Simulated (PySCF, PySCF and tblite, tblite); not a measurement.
# C₅H₉ClGe: a path driven as ring inversion, and NMR exchange

How fast is ring inversion in C₅H₉ClGe (`C=C[C@@]1(Cl)C[CH2][GeH2]1`), and when do the exchanging lines merge?

Computed with tblite 0.8.0 (tight binding) and PySCF 2.14.0 (DFT, with response routines of our own); each step states its level. Atoms count from 0 throughout.

## 1. The molecule as given

16 atoms, charge 0, multiplicity 1; geometry from: force field or distance geometry start.

Bonds of the start (Å): C0–C1 1.35, C0–H7 1.08, C0–H8 1.09, C1–C2 1.50, C1–H9 1.07, C2–C4 1.54, C2–Cl3 1.78, C2–Ge6 1.95, C4–C5 1.53, C4–H10 1.11, C4–H11 1.11, C5–Ge6 1.93, C5–H12 1.10, C5–H13 1.10, Ge6–H14 1.56, Ge6–H15 1.54.

## 2. GFN2-xTB relaxation, start minimum

Job settings and geometry (Å):

```
{"job": {"xc": "GFN2-xTB", "basis": "xTB", "kind": "relax"}, "charge": 0, "multiplicity": 1}
C      2.011800    -1.523600    -0.032600
C      1.501800    -0.347300    -0.459400
C      0.270500     0.242100     0.164300
Cl     0.450700     0.561900     1.903400
C     -0.263800     1.481800    -0.581900
C     -1.616200     0.897500    -1.012600
Ge    -1.316600    -0.827600    -0.190500
H      2.908700    -1.918000    -0.482500
H      1.524000    -2.086100     0.762200
H      2.024000     0.174500    -1.238600
H     -0.401600     2.360300     0.076400
H      0.341900     1.754400    -1.477100
H     -1.711800     0.813000    -2.103000
H     -2.461300     1.430500    -0.544200
H     -2.196200    -1.048500     1.073800
H     -1.073400    -1.955700    -1.210400
```

Command:

```bash
> OMP_NUM_THREADS=1 python ens_run.py task.json out
```

One launch serves the whole session.

Log:

```text
step      E/eV     max force
  0    -590.12514    2.011
  1    -590.24731    1.481
  2    -590.30925    0.666
  3    -590.34740    0.487
  4    -590.39158    0.505
  5    -590.41971    0.382
  6    -590.43969    0.358
  7    -590.45286    0.305
  8    -590.46557    0.323
  9    -590.47493    0.268
 10    -590.48035    0.145
 11    -590.48345    0.119
 12    -590.48639    0.158
 13    -590.48945    0.181
 14    -590.49153    0.118
 15    -590.49260    0.076
 16    -590.49333    0.075
 17    -590.49423    0.106
 18    -590.49539    0.119
 19    -590.49667    0.112
 20    -590.49784    0.093
 21    -590.49893    0.075
 22    -590.50010    0.116
 23    -590.50141    0.111
 24    -590.50268    0.092
 25    -590.50376    0.098
 26    -590.50474    0.100
 27    -590.50583    0.090
 28    -590.50705    0.084
 29    -590.50817    0.076
 30    -590.50901    0.094
 31    -590.50972    0.086
 32    -590.51049    0.072
 33    -590.51126    0.079
 34    -590.51191    0.070
 35    -590.51243    0.075
 36    -590.51295    0.071
 37    -590.51357    0.075
 38    -590.51424    0.074
 39    -590.51485    0.066
 40    -590.51537    0.061
 41    -590.51588    0.067
 42    -590.51638    0.054
 43    -590.51686    0.049
 44    -590.51727    0.051
 45    -590.51760    0.048
 46    -590.51789    0.038
 47    -590.51825    0.049
 48    -590.51885    0.072
 49    -590.52003    0.109
 50    -590.52224    0.191
 51    -590.52544    0.264
 52    -590.52874    0.266
 53    -590.52865    0.219
 54    -590.53567    0.288
 55    -590.53854    0.190
 56    -590.54278    0.143
 57    -590.55195    0.368
 58    -590.55658    0.164
 59    -590.56039    0.230
 60    -590.56423    0.344
 61    -590.56750    0.128
 62    -590.56993    0.119
 63    -590.57396    0.136
 64    -590.57581    0.118
 65    -590.57784    0.147
 66    -590.57930    0.098
 67    -590.58066    0.107
 68    -590.58227    0.090
 69    -590.58405    0.094
 70    -590.58567    0.096
 71    -590.58711    0.104
 72    -590.58833    0.076
 73    -590.58935    0.100
 74    -590.59034    0.069
 75    -590.59141    0.077
 76    -590.59232    0.088
 77    -590.59411    0.097
 78    -590.59577    0.093
 79    -590.59716    0.082
 80    -590.59812    0.063
 81    -590.59879    0.064
 82    -590.59935    0.067
 83    -590.59988    0.071
 84    -590.60067    0.046
 85    -590.60109    0.047
 86    -590.60162    0.043
 87    -590.60189    0.033
 88    -590.60207    0.031
 89    -590.60220    0.023
 90    -590.60233    0.027
 91    -590.60246    0.021
 92    -590.60258    0.022
 93    -590.60269    0.028
 94    -590.60282    0.032
 95    -590.60298    0.034
 96    -590.60319    0.033
 97    -590.60340    0.030
 98    -590.60354    0.021
 99    -590.60362    0.019
100    -590.60368    0.017
101    -590.60375    0.018
102    -590.60382    0.017
103    -590.60389    0.021
104    -590.60396    0.023
105    -590.60404    0.024
106    -590.60413    0.024
107    -590.60422    0.023
108    -590.60432    0.023
109    -590.60443    0.026
110    -590.60457    0.030
111    -590.60475    0.036
112    -590.60499    0.039
113    -590.60524    0.035
114    -590.60551    0.034
115    -590.60577    0.035
116    -590.60600    0.038
117    -590.60623    0.045
118    -590.60649    0.048
119    -590.60670    0.042
120    -590.60694    0.029
121    -590.60709    0.017
122    -590.60719    0.015
123    -590.60726    0.013
124    -590.60729    0.010
125    -590.60731    0.009
126    -590.60732    0.008
127    -590.60733    0.009
128    -590.60735    0.012
129    -590.60736    0.010
130    -590.60737    0.006
131    -590.60738    0.008
132    -590.60739    0.007
133    -590.60739    0.005
134    -590.60739    0.003
135    -590.60740    0.002
```

Run time: 0.79 s. Hardware: 1 thread of Arm Neoverse V2, shared host.

The energy fell by 0.482 eV, and the atoms moved 0.56 Å (root mean square).

## 3. Relaxed scan, ring torsion 1 driven

Job settings and geometry (Å):

```
{"job": {"xc": "GFN2-xTB", "basis": "xTB", "coordinate": [["t", [2, 4, 5, 6], 1.0]], "kind": "drive"}, "charge": 0, "multiplicity": 1}
C      2.058235    -1.484239    -0.133327
C      1.694436    -0.216052    -0.093894
C      0.294796     0.218622     0.094600
Cl     0.136971     0.869395     1.769983
C     -0.234390     1.274527    -0.884249
C     -1.742830     0.972628    -0.869455
Ge    -1.379196    -0.858628    -0.170690
H      3.082884    -1.786958    -0.262958
H      1.325853    -2.272451    -0.029392
H      2.424247     0.579834    -0.186268
H      0.023060     2.299296    -0.615624
H      0.186103     1.060653    -1.869171
H     -2.228381     1.099508    -1.833953
H     -2.262896     1.590326    -0.139812
H     -2.057931    -1.370693     1.074021
H     -1.328561    -1.966824    -1.202349
```

Log:

```text
point  coordinate     E/eV
  0    -10.600     -590.58479
  1     -0.300     -590.55102
  2     10.200     -590.54100
  3     20.300     -590.54728
```

It took 1 s on 1 thread of Arm Neoverse V2, shared host.

The highest point is number 2, 1.0 kcal/mol above the first.

## 4. Nudged elastic band, leg 1

Changed since step 3:

```diff
@@ -1,2 +1,2 @@
-{"job": {"xc": "GFN2-xTB", "basis": "xTB", "coordinate": [["t", [2, 4, 5, 6], 1.0]], "kind": "drive"}, "charge": 0, "multiplicity": 1}
+{"job": {"xc": "GFN2-xTB", "basis": "xTB", "kind": "neb"}, "charge": 0, "multiplicity": 1}
 C      2.058235    -1.484239    -0.133327
```

Log:

```text
image   E - E0 / eV
  0       0.0000
  1       0.0196
  2       0.0509
  3       0.0645
  4       0.0660
  5       0.0648
  6       0.0572
```

It took 1.5 s on 1 thread of Arm Neoverse V2, shared host.

The highest point is number 4, 1.5 kcal/mol above the first.

## 5. Saddle search, leg 1

Job settings and geometry (Å):

```
{"job": {"xc": "GFN2-xTB", "basis": "xTB", "kind": "saddle"}, "charge": 0, "multiplicity": 1}
C      1.953936    -1.521344    -0.000945
C      1.614100    -0.246452     0.045893
C      0.310620     0.242566     0.554796
Cl     0.562341     0.698601     2.282301
C     -0.292774     1.422338    -0.233647
C     -1.587676     0.813184    -0.810527
Ge    -1.388998    -0.810308     0.324090
H      2.920525    -1.844374    -0.347657
H      1.270530    -2.292894     0.323377
H      2.311642     0.524059    -0.262109
H     -0.513244     2.255748     0.431274
H      0.386996     1.782030    -1.007282
H     -1.494688     0.598956    -1.874015
H     -2.463017     1.442801    -0.670381
H     -2.212326    -0.892494     1.581021
H     -1.377965    -2.172416    -0.336189
```

Log:

```text
step      E/eV     max force
  0    -590.54140   0.0119
  1    -590.54250   0.0722
  2    -590.54220   0.0205
  3    -590.54259   0.0168
  4    -590.54285   0.0467
  5    -590.54276   0.0070
  6    -590.54292   0.0078
  7    -590.54297   0.0147
  8    -590.54298   0.0000
lowest wavenumbers (cm-1): -65.9 56.5 129.6 181.0 259.0 287.8
```

Wall time 2.5 s (1 thread of Arm Neoverse V2, shared host).

Point group C1; 1 imaginary mode, 66i cm⁻¹, carried by C5, H13, H12, Cl3. Steps downhill from it reached both ends.

## 6. Shieldings, start: PBE0/pcSseg-1

Job settings and geometry (Å):

```
{"job": {"kind": "nmr", "xc": "PBE0", "basis": "pcSseg-1", "pop": false}, "charge": 0, "multiplicity": 1}
C      2.058235    -1.484239    -0.133327
C      1.694436    -0.216052    -0.093894
C      0.294796     0.218622     0.094600
Cl     0.136971     0.869395     1.769983
C     -0.234390     1.274527    -0.884249
C     -1.742830     0.972628    -0.869455
Ge    -1.379196    -0.858628    -0.170690
H      3.082884    -1.786958    -0.262958
H      1.325853    -2.272451    -0.029392
H      2.424247     0.579834    -0.186268
H      0.023060     2.299296    -0.615624
H      0.186103     1.060653    -1.869171
H     -2.228381     1.099508    -1.833953
H     -2.262896     1.590326    -0.139812
H     -2.057931    -1.370693     1.074021
H     -1.328561    -1.966824    -1.202349
```

Log:

```text
coarse grid: 61880 points
cycle   1  E = -2732.1006687870  dE =  1.394e-01  |g| = 9.163e-01  |ddm| = 3.816e+00
cycle   2  E = -2732.0733233856  dE =  2.735e-02  |g| = 9.463e-01  |ddm| = 1.089e+00
cycle   3  E = -2732.1787024934  dE = -1.054e-01  |g| = 9.755e-02  |ddm| = 6.814e-01
cycle   4  E = -2732.1802520026  dE = -1.550e-03  |g| = 4.000e-02  |ddm| = 1.267e-01
cycle   5  E = -2732.1806612836  dE = -4.093e-04  |g| = 5.811e-03  |ddm| = 4.422e-02
cycle   6  E = -2732.1806682466  dE = -6.963e-06  |g| = 2.190e-03  |ddm| = 9.179e-03
final grid: 129176 points
cycle   7  E = -2732.1806134944  dE =  1.131e-06  |g| = 3.065e-03  |ddm| = 6.213e-03
cycle   8  E = -2732.1806091979  dE =  4.296e-06  |g| = 5.078e-03  |ddm| = 8.680e-03
cycle   9  E = -2732.1806158199  dE = -6.622e-06  |g| = 5.875e-04  |ddm| = 5.487e-03
cycle  10  E = -2732.1806158958  dE = -7.593e-08  |g| = 8.016e-05  |ddm| = 5.501e-04
cycle  11  E = -2732.1806158971  dE = -1.300e-09  |g| = 1.139e-05  |ddm| = 7.691e-05
cycle  12  E = -2732.1806158971  dE = -2.274e-11  |g| = 3.041e-06  |ddm| = 1.074e-05
converged SCF energy = -2732.1806158971

GIAO shielding tensors (ppm)
atom      isotropic    diamagn.    paramagn.     s11        s22        s33       span
  0 C       62.132     254.730    -192.598    -46.379     74.942    157.834    204.213
  1 C       36.611     251.630    -215.019    -86.408     48.879    147.363    233.771
  2 C      109.093     249.231    -140.138     99.971    109.114    118.193     18.223
  3 Cl     698.845    1148.708    -449.863    460.367    623.595   1012.573    552.206
  4 C      142.618     248.999    -106.381    120.024    138.399    169.430     49.406
  5 C      174.189     250.542     -76.353    151.971    174.577    196.018     44.048
  6 Ge    1423.492    2755.412   -1331.919   1326.138   1425.155   1519.184    193.047
  7 H       26.278      28.334      -2.056     23.823     25.047     29.964      6.142
  8 H       26.305      32.186      -5.881     22.436     24.931     31.548      9.112
  9 H       25.288      30.597      -5.309     22.823     24.391     28.651      5.828
 10 H       29.276      30.898      -1.622     25.092     27.276     35.461     10.369
 11 H       29.127      31.664      -2.537     25.222     28.215     33.943      8.721
 12 H       30.058      29.413       0.645     25.676     26.267     38.229     12.553
 13 H       29.334      29.834      -0.500     25.487     27.094     35.421      9.934
 14 H       26.698      29.017      -2.319     20.288     22.099     37.708     17.420
 15 H       26.507      29.267      -2.760     20.570     21.591     37.361     16.791
```

Wall time 24 s (1 thread of Arm Neoverse V2, shared host); peak memory 1 GiB.

Key values: HOMO -7.49 eV, LUMO -0.32 eV; dipole 1.92 D.

## 7. Shieldings, saddle of leg 1: PBE0/pcSseg-1

Job settings and geometry (Å):

```
{"job": {"kind": "nmr", "xc": "PBE0", "basis": "pcSseg-1", "pop": false}, "charge": 0, "multiplicity": 1}
C      1.937367    -1.511922    -0.040015
C      1.629212    -0.235993     0.098919
C      0.311458     0.251256     0.570270
Cl     0.524119     0.753969     2.289191
C     -0.281424     1.409102    -0.260129
C     -1.592726     0.801208    -0.800431
Ge    -1.380514    -0.814252     0.342866
H      2.911155    -1.834600    -0.366021
H      1.217579    -2.286754     0.180527
H      2.361640     0.536585    -0.105476
H     -0.476238     2.276399     0.368376
H      0.397545     1.718009    -1.056142
H     -1.531148     0.585088    -1.865669
H     -2.461249     1.434474    -0.636580
H     -2.205486    -0.906500     1.598161
H     -1.361290    -2.176070    -0.317848
```

Log:

```text
coarse grid: 61880 points
cycle   1  E = -2732.0974912975  dE =  1.126e-01  |g| = 9.163e-01  |ddm| = 3.820e+00
cycle   2  E = -2732.0707842619  dE =  2.671e-02  |g| = 9.457e-01  |ddm| = 1.083e+00
cycle   3  E = -2732.1759412441  dE = -1.052e-01  |g| = 9.569e-02  |ddm| = 6.717e-01
cycle   4  E = -2732.1774290445  dE = -1.488e-03  |g| = 3.891e-02  |ddm| = 1.233e-01
cycle   5  E = -2732.1778155381  dE = -3.865e-04  |g| = 5.481e-03  |ddm| = 4.244e-02
cycle   6  E = -2732.1778216020  dE = -6.064e-06  |g| = 2.029e-03  |ddm| = 8.284e-03
final grid: 129176 points
cycle   7  E = -2732.1777811270  dE =  2.512e-07  |g| = 2.335e-03  |ddm| = 4.946e-03
cycle   8  E = -2732.1777802372  dE =  8.898e-07  |g| = 3.048e-03  |ddm| = 5.178e-03
cycle   9  E = -2732.1777823516  dE = -2.114e-06  |g| = 3.007e-04  |ddm| = 2.923e-03
cycle  10  E = -2732.1777823726  dE = -2.096e-08  |g| = 3.912e-05  |ddm| = 3.191e-04
cycle  11  E = -2732.1777823728  dE = -1.924e-10  |g| = 4.083e-06  |ddm| = 2.830e-05
converged SCF energy = -2732.1777823728

GIAO shielding tensors (ppm)
atom      isotropic    diamagn.    paramagn.     s11        s22        s33       span
  0 C       61.573     254.603    -193.030    -47.678     74.359    158.038    205.716
  1 C       35.763     252.352    -216.589    -85.395     50.403    142.280    227.674
  2 C      112.047     247.484    -135.437     97.241    113.232    125.667     28.426
  3 Cl     633.042    1147.791    -514.749    333.834    588.131    977.160    643.325
  4 C      140.216     248.306    -108.090    112.831    130.018    177.799     64.968
  5 C      177.735     250.362     -72.627    155.872    177.381    199.952     44.081
  6 Ge    1423.175    2754.813   -1331.638   1306.856   1427.893   1534.777    227.922
  7 H       26.210      28.479      -2.270     23.670     25.078     29.882      6.212
  8 H       26.191      31.887      -5.696     22.448     24.939     31.186      8.739
  9 H       25.324      30.613      -5.289     23.102     24.486     28.384      5.282
 10 H       28.689      31.474      -2.784     24.448     29.054     32.566      8.118
 11 H       28.996      31.229      -2.233     24.388     28.606     33.993      9.605
 12 H       29.979      29.978       0.001     26.023     26.887     37.027     11.004
 13 H       29.866      29.391       0.475     25.636     26.355     37.606     11.970
 14 H       26.693      29.013      -2.320     20.613     22.479     36.988     16.375
 15 H       26.442      28.960      -2.518     20.238     21.865     37.223     16.985
```

Wall time 30 s (1 thread of Arm Neoverse V2, shared host); peak memory 1 GiB.

Key values: HOMO -7.43 eV, LUMO -0.42 eV; dipole 2.14 D.

The fields below are evaluated on a grid from the run's orbitals.

Frontier orbitals at PBE0/pcSseg-1, with the share of their density that lies nearest to each atom:

```csv
orbital,energy (eV),lies on
HOMO,-7.43,Cl3 40 %; C2 22 %; Ge6 13 %
LUMO,-0.42,"C0, C1 about 21 % each; Cl3 18 %; C2 13 %"
```

ELF in a plane through or near 6 of the atoms.

Ten even steps from '0' (0.00) to '9' (1.00):
```
0000000000000000000000000000
0000000000000000000000000000
0000000000000000000000000000
0000000000000000000000000000
0000000014510001000000000000
0000000179970033111000000000
0000000199991067664100000000
0000000059982152163000000000
0000132135236481473156300000
0000698668358564676899910000
0001688534524651576899920000
0000123699502512277455200000
0000002899801346435200000000
0000002999403614223100000000
0000000252008985321000000000
0000000000018996210000000000
0000000000005762000000000000
0000000000000000000000000000
0000000000000000000000000000
0000000000000000000000000000
```
The map spans 12.0 Å across and 10.2 Å up, centred on the molecule. Atoms in the plane (x, y in Å): C0 (-2.4, -0.3), C1 (-1.5, 0.6), C4 (1.0, 1.1), Ge6 (0.7, -1.5), H8 (-2.2, -1.3), H9 (-1.7, 1.7).

log10 of the density (e/Å³) in the same plane.

Ten even steps from '0' (-4.0) to '9' (1.7):
```
0000000000000000000000000000
0000000000000000000000000000
0000000000000000000000000000
0000000011111122221000000000
0000000223332233333210000000
0000001344543345544321000000
0000012456765466665432100000
0001233457766567865443210000
0002344567876677876554320000
0012456677777666676665431000
0013456787666666666665431000
0012345677655677766554320000
0001234677545689865543210000
0000123455545678765432100000
0000012333345666554321000000
0000001122234555443221000000
0000000001123444332110000000
0000000000012222211000000000
0000000000001111100000000000
0000000000000000000000000000
```
The map spans 12.0 Å across and 10.2 Å up, centred on the molecule. Atoms in the plane (x, y in Å): C0 (-2.4, -0.3), C1 (-1.5, 0.6), C4 (1.0, 1.1), Ge6 (0.7, -1.5), H8 (-2.2, -1.3), H9 (-1.7, 1.7).

On the surface of density 0.002 e/bohr³ the electrostatic potential runs, from the 1st to the 99th percentile, from -0.92 V near Cl3 to 1.11 V near Ge6.

## 8. Shieldings, end: PBE0/pcSseg-1

Job settings and geometry (Å):

```
{"job": {"kind": "nmr", "xc": "PBE0", "basis": "pcSseg-1", "pop": false}, "charge": 0, "multiplicity": 1}
C      1.857835    -1.495897    -0.504567
C      1.580328    -0.222117    -0.297753
C      0.317046     0.272678     0.301389
Cl     0.696142     0.759362     1.992814
C     -0.327355     1.432328    -0.480719
C     -1.459416     0.704633    -1.227556
Ge    -1.382335    -0.787554     0.087171
H      2.796436    -1.815526    -0.923950
H      1.152861    -2.272413    -0.246446
H      2.306007     0.546414    -0.538710
H     -0.742301     2.159356     0.216563
H      0.374276     1.951694    -1.135165
H     -1.135402     0.382211    -2.216175
H     -2.365662     1.294139    -1.339924
H     -2.288318    -0.663543     1.282336
H     -1.399276    -2.229698    -0.373835
```

Log:

```text
coarse grid: 61880 points
cycle   1  E = -2732.0994138113  dE =  1.229e-01  |g| = 9.156e-01  |ddm| = 3.815e+00
cycle   2  E = -2732.0726236411  dE =  2.679e-02  |g| = 9.454e-01  |ddm| = 1.084e+00
cycle   3  E = -2732.1775280575  dE = -1.049e-01  |g| = 9.669e-02  |ddm| = 6.737e-01
cycle   4  E = -2732.1790561721  dE = -1.528e-03  |g| = 3.995e-02  |ddm| = 1.299e-01
cycle   5  E = -2732.1794623323  dE = -4.062e-04  |g| = 6.260e-03  |ddm| = 4.466e-02
cycle   6  E = -2732.1794697637  dE = -7.431e-06  |g| = 2.839e-03  |ddm| = 9.621e-03
final grid: 129176 points
cycle   7  E = -2732.1793859675  dE =  3.758e-06  |g| = 4.767e-03  |ddm| = 8.177e-03
cycle   8  E = -2732.1793716478  dE =  1.432e-05  |g| = 8.791e-03  |ddm| = 1.343e-02
cycle   9  E = -2732.1793918886  dE = -2.024e-05  |g| = 5.268e-04  |ddm| = 8.644e-03
cycle  10  E = -2732.1793919472  dE = -5.860e-08  |g| = 7.582e-05  |ddm| = 5.125e-04
cycle  11  E = -2732.1793919484  dE = -1.165e-09  |g| = 1.047e-05  |ddm| = 7.542e-05
cycle  12  E = -2732.1793919484  dE = -2.365e-11  |g| = 4.447e-06  |ddm| = 1.246e-05
converged SCF energy = -2732.1793919484

GIAO shielding tensors (ppm)
atom      isotropic    diamagn.    paramagn.     s11        s22        s33       span
  0 C       60.256     254.797    -194.541    -50.077     74.051    156.794    206.871
  1 C       36.060     252.971    -216.912    -83.195     50.887    140.487    223.682
  2 C      112.278     246.750    -134.472     94.674    112.103    130.055     35.381
  3 Cl     639.844    1147.884    -508.040    351.435    585.629    982.466    631.031
  4 C      140.618     249.227    -108.609    117.363    130.737    173.755     56.392
  5 C      175.138     250.966     -75.829    153.731    177.436    194.247     40.516
  6 Ge    1428.887    2755.254   -1326.367   1337.295   1411.911   1537.455    200.160
  7 H       26.150      28.461      -2.311     23.558     24.996     29.896      6.338
  8 H       26.070      32.052      -5.982     22.370     24.799     31.041      8.671
  9 H       25.335      30.788      -5.453     23.329     24.360     28.314      4.985
 10 H       28.729      31.796      -3.067     24.840     29.032     32.315      7.475
 11 H       29.185      31.158      -1.973     24.767     27.974     34.813     10.046
 12 H       30.122      30.190      -0.068     26.596     27.000     36.768     10.172
 13 H       30.086      29.432       0.654     25.616     26.202     38.441     12.824
 14 H       26.814      29.102      -2.288     20.806     22.467     37.168     16.362
 15 H       26.461      29.034      -2.573     20.020     21.825     37.539     17.519
```

Wall time 24 s (1 thread of Arm Neoverse V2, shared host); peak memory 1 GiB.

In short: HOMO -7.46 eV, LUMO -0.41 eV; dipole 2.21 D.

[end of part 1 of 2]
